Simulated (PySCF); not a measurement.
# C3H10SSi: the cost of one run

Computed with PySCF 2.14.0, with density-fitted response routines of our own, on a single molecule in the gas phase. Atoms count from 0, in the outputs and in this text.

## 1. Starting geometry

15 atoms, charge 0, multiplicity 1; geometry from: PBE0-D3(BJ)/def2-SVP.

Bonds of the start (Å): Si0–C1 1.89, C1–C2 1.53, C2–C3 1.52, C3–S4 1.82, Si0–H5 1.50, Si0–H6 1.50, Si0–H7 1.50, C1–H8 1.10, C1–H9 1.10, C2–H10 1.10, C2–H11 1.10, C3–H12 1.10, C3–H13 1.10, S4–H14 1.35.

## 2. NMR shieldings: PBE0/6-31G*

The job: settings as JSON, then the geometry in Å.

```
{"job": {"kind": "nmr", "xc": "PBE0", "basis": "6-31G*", "pop": true}, "charge": 0, "multiplicity": 1}
Si    -2.239338     0.712279     0.681102
C     -0.688416     0.455787    -0.363328
C      0.466829    -0.200550     0.390455
C      1.699149    -0.399295    -0.478819
S      3.077394    -1.242222     0.354684
H     -1.930778     1.571517     1.866918
H     -2.758018    -0.600483     1.176057
H     -3.307659     1.378225    -0.126282
H     -0.380472     1.438973    -0.761596
H     -0.967939    -0.151940    -1.242118
H      0.741296     0.414814     1.265658
H      0.160153    -1.179086     0.796257
H      2.047933     0.557895    -0.897807
H      1.461243    -1.049374    -1.336411
H      3.292396    -0.294820     1.293327
```

Level: GIAO PBE0/6-31G* NMR shielding, non-relativistic, gas phase.

On the command line:

```console
$ OMP_NUM_THREADS=1 python probes_run.py task.json out
```

This one command runs all jobs of the session in turn.

**Question.** How long does this first job take on 1 thread of Arm Neoverse V1, shared host, and how much memory does it need?

About 9.9 s, with a peak of 0.57 GiB.
